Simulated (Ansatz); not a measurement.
# VCl2O: squeezing one contact

The task here is to estimate one member of a computed series from the others.

Program: Ansatz 0.2.0. Level of theory: DFT PBEsol, with the methods named in each step. These are calculated values, not measurements.

2 further runs of the same task are left out: 2 that didn't finish. Runs told in other sessions of the task aren't counted.

## The system as given

It takes space group Immm (No. 71, orthorhombic). Conventional cell: a = 3.518 Å, b = 3.642 Å, c = 13.089 Å, α = 90.00°, β = 90.00°, γ = 90.00°. V (site symmetry mmm) has 2 O at 1.82 Å and 4 Cl at 2.42 Å in its first shell of neighbours. Cl (site symmetry mm2) has 2 V at 2.42 Å in its first shell of neighbours. O (site symmetry mmm) is surrounded by 2 V at 1.82 Å.

Structure file:

```
CELL_PARAMETERS angstrom
-1.75894 1.82108 6.54455
1.75894 -1.82108 6.54455
1.75894 1.82108 -6.54455
ATOMIC_POSITIONS crystal
V 0.50000 0.00000 0.50000
Cl 0.62718 0.62718 0.00000
Cl 0.37282 0.37282 0.00000
O 0.00000 0.00000 0.00000
```

Atoms are numbered in the order of the input: V1, Cl2, Cl3, O4.

Set-up of the first run:

The input, input.yaml:

```yaml
crystal:
  lattice:
    - [-1.758944, 1.82108, 6.544549]
    - [1.758944, -1.82108, 6.544549]
    - [1.758944, 1.82108, -6.544549]
  atoms:
    - { symbol: V, position: [0.5, 0.0, 0.5], spin: 1.5 }
    - { symbol: Cl, position: [0.627182, 0.627182, 0.0] }
    - { symbol: Cl, position: [0.372818, 0.372818, 0.0] }
    - { symbol: O, position: [0.0, 0.0, 0.0] }
magnetization:
  spin_polarized: true
kpoints:
  mp_grid: { grid: [8, 8, 8] }
scf:
  occupations: { method: fermi_dirac, width: 0.03 }
hamiltonian:
  xc: pbesol
  pseudopotentials: { kind: all_electron, lapw: { basis_error: 0.001 } }
output:
  forces: true
  stress: true
  eigenvalues: true
  populations: true
```

Command:

```sh
$ ansatz run input.yaml --threads 1 --pin off --max-ram 3072MiB --backend cpu --events-out ev --progress --plain --runs-dir out
```

Steps of the session up to this table: The bond as given, LAPW; Shortest bond scaled by 1, crystal datasets; Shortest bond scaled by 1.05, LAPW; Shortest bond scaled by 0.95, LAPW; Shortest bond scaled by 0.95, crystal datasets; Shortest bond scaled by 0.8, LAPW.

One table of the session follows, with a row left open; its other results are not shown here.

| method | length (Å) | force along the bond (eV/Å) | pressure (GPa) | largest force (eV/Å) | moment V1 (μB) | moment O4 (μB) |
| --- | --- | --- | --- | --- | --- | --- |
| LAPW | 1.457 | 8.918 | 7.06 | 9.229 | 0.70 | -0.06 |
| LAPW | 1.730 | -0.654 | -4.49 | 0.864 | 0.88 | -0.10 |
| LAPW | 1.821 | 0.000 | -5.20 | 0.546 | 0.93 | -0.11 |
| LAPW | 1.912 | 0.654 | -4.49 | 0.864 | 0.88 | -0.10 |
| PAW | 1.275 | 34.314 | 27.45 | 34.480 | 0.43 | -0.03 |
| PAW | 1.457 | 8.860 | 6.97 | 9.170 | 0.56 | -0.06 |
| PAW | 1.730 | -0.641 | -4.50 | 0.850 | 0.75 | -0.10 |
| PAW | 1.821 | 0.000 | -5.20 | 0.546 | 0.80 | -0.11 |
| PAW | 1.912 | ? | ? | ? | ? | ? |
| PAW (cutoff 800 eV) | 1.275 | 34.086 | 27.26 | 34.252 | 0.43 | -0.03 |
| crystal datasets | 1.730 | -0.654 | -4.49 | 0.864 | 0.76 | -0.10 |
| crystal datasets | 1.821 | 0.000 | -5.20 | 0.546 | 0.80 | -0.11 |

Estimate the missing values for PAW, 1.912.

**Answer.** force along the bond (eV/Å): 0.641; pressure (GPa): -4.50; largest force (eV/Å): 0.850; moment V1 (μB): 0.75; moment O4 (μB): -0.10. In the column «force along the bond (eV/Å)» it lies between crystal datasets, 1.821 (0.000) and LAPW, 1.912 (0.654).

Limits of these values: Warnings in the runs' records: crystal datasets made, printed levels off, band levels unverified.
